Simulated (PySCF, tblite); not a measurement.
# C₄HF₄P₃: geometry, infrared bands and NMR shifts

What infrared bands and NMR shifts should C₄HF₄P₃ (`Fc1pcpc(C(F)(F)F)p1`) show?

Computed with tblite 0.8.0 and PySCF 2.14.0, with density-fitted response routines of our own, on a single molecule in the gas phase. Atoms are numbered from 0 throughout.

### Step 1. Starting geometry

12 atoms, charge 0, multiplicity 1; geometry from: force field or distance geometry start.

Bonds of the start (Å): F0–C1 1.36, C1–P2 1.73, P2–C3 1.72, C3–P4 1.75, P4–C5 1.73, C5–C6 1.49, C6–F7 1.41, C6–F8 1.38, C6–F9 1.37, C5–P10 1.74, P10–C1 1.74, C3–H11 1.09.

### Step 2. Relaxing the molecule with GFN2-xTB

Job settings and geometry (Å):

```
{"job": {"kind": "relax", "xc": "GFN2-xTB", "basis": "xTB"}, "charge": 0, "multiplicity": 1}
F     -2.393000     2.745800    -0.162600
C     -1.766300     1.541200    -0.117900
P     -2.725500     0.103100    -0.092000
C     -1.937500    -1.419500    -0.036500
P     -0.188800    -1.495900     0.032400
C      0.813700    -0.086700     0.011100
C      2.300600    -0.078700     0.053000
F      2.752400    -0.984200     1.031300
F      2.816100     1.137800     0.439000
F      2.854300    -0.530400    -1.112200
P     -0.034700     1.427000    -0.056300
H     -2.490200    -2.360200    -0.015500
```

On the command line:

```console
OMP_NUM_THREADS=1 python probes_run.py task.json out
```

One launch serves the whole session: the jobs run in the order shown.

**Question.** This job is followed by: GFN2-xTB harmonic vibrations, gas phase; GIAO PBE0/pcSseg-1 NMR shielding, non-relativistic, gas phase. Predict these results of the whole session: strongest single infrared mode (GFN2-xTB); zero-point energy (GFN2-xTB); 13C shifts against TMS (PBE0/pcSseg-1); 1H shifts against TMS (PBE0/pcSseg-1); 19F shifts against CFCl3 (PBE0/pcSseg-1, means over atoms taken as alike); 31P shifts against H3PO4 (PBE0/pcSseg-1).

As calculated:

| quantity | value |
| --- | --- |
| strongest single infrared mode (GFN2-xTB) | 1193 cm⁻¹, 348 km/mol |
| zero-point energy (GFN2-xTB) | 28.7 kcal/mol |
| 13C shifts against TMS (PBE0/pcSseg-1) | 253.0, 201.8, 192.4, 136.5 ppm |
| 1H shifts against TMS (PBE0/pcSseg-1) | 11.10 ppm |
| 19F shifts against CFCl3 (PBE0/pcSseg-1, means over atoms taken as alike) | -38.0, -61.0 ppm |
| 31P shifts against H3PO4 (PBE0/pcSseg-1) | 271.1, 232.2, 222.3 ppm |

In words: The optimisation took 26 steps and gained 2.048 eV; among the close pairs (by a distance rule), C6–F7 changed most, from 1.408 to 1.345 Å. All 30 modes are real, so the xTB geometry is a minimum. The strongest single mode, at 1193 cm⁻¹, moves mainly C6. GFN2-xTB is a fitted tight-binding method: band positions and strengths are rough. Its intensities can rank the bands wrongly. At PBE0/pcSseg-1: The widest tensor belongs to P4: span 887 ppm, with a paramagnetic part of -920 ppm. NICS(1)zz of -23 ppm above the planar ring from C1 marks a diatropic (aromatic) ring current.
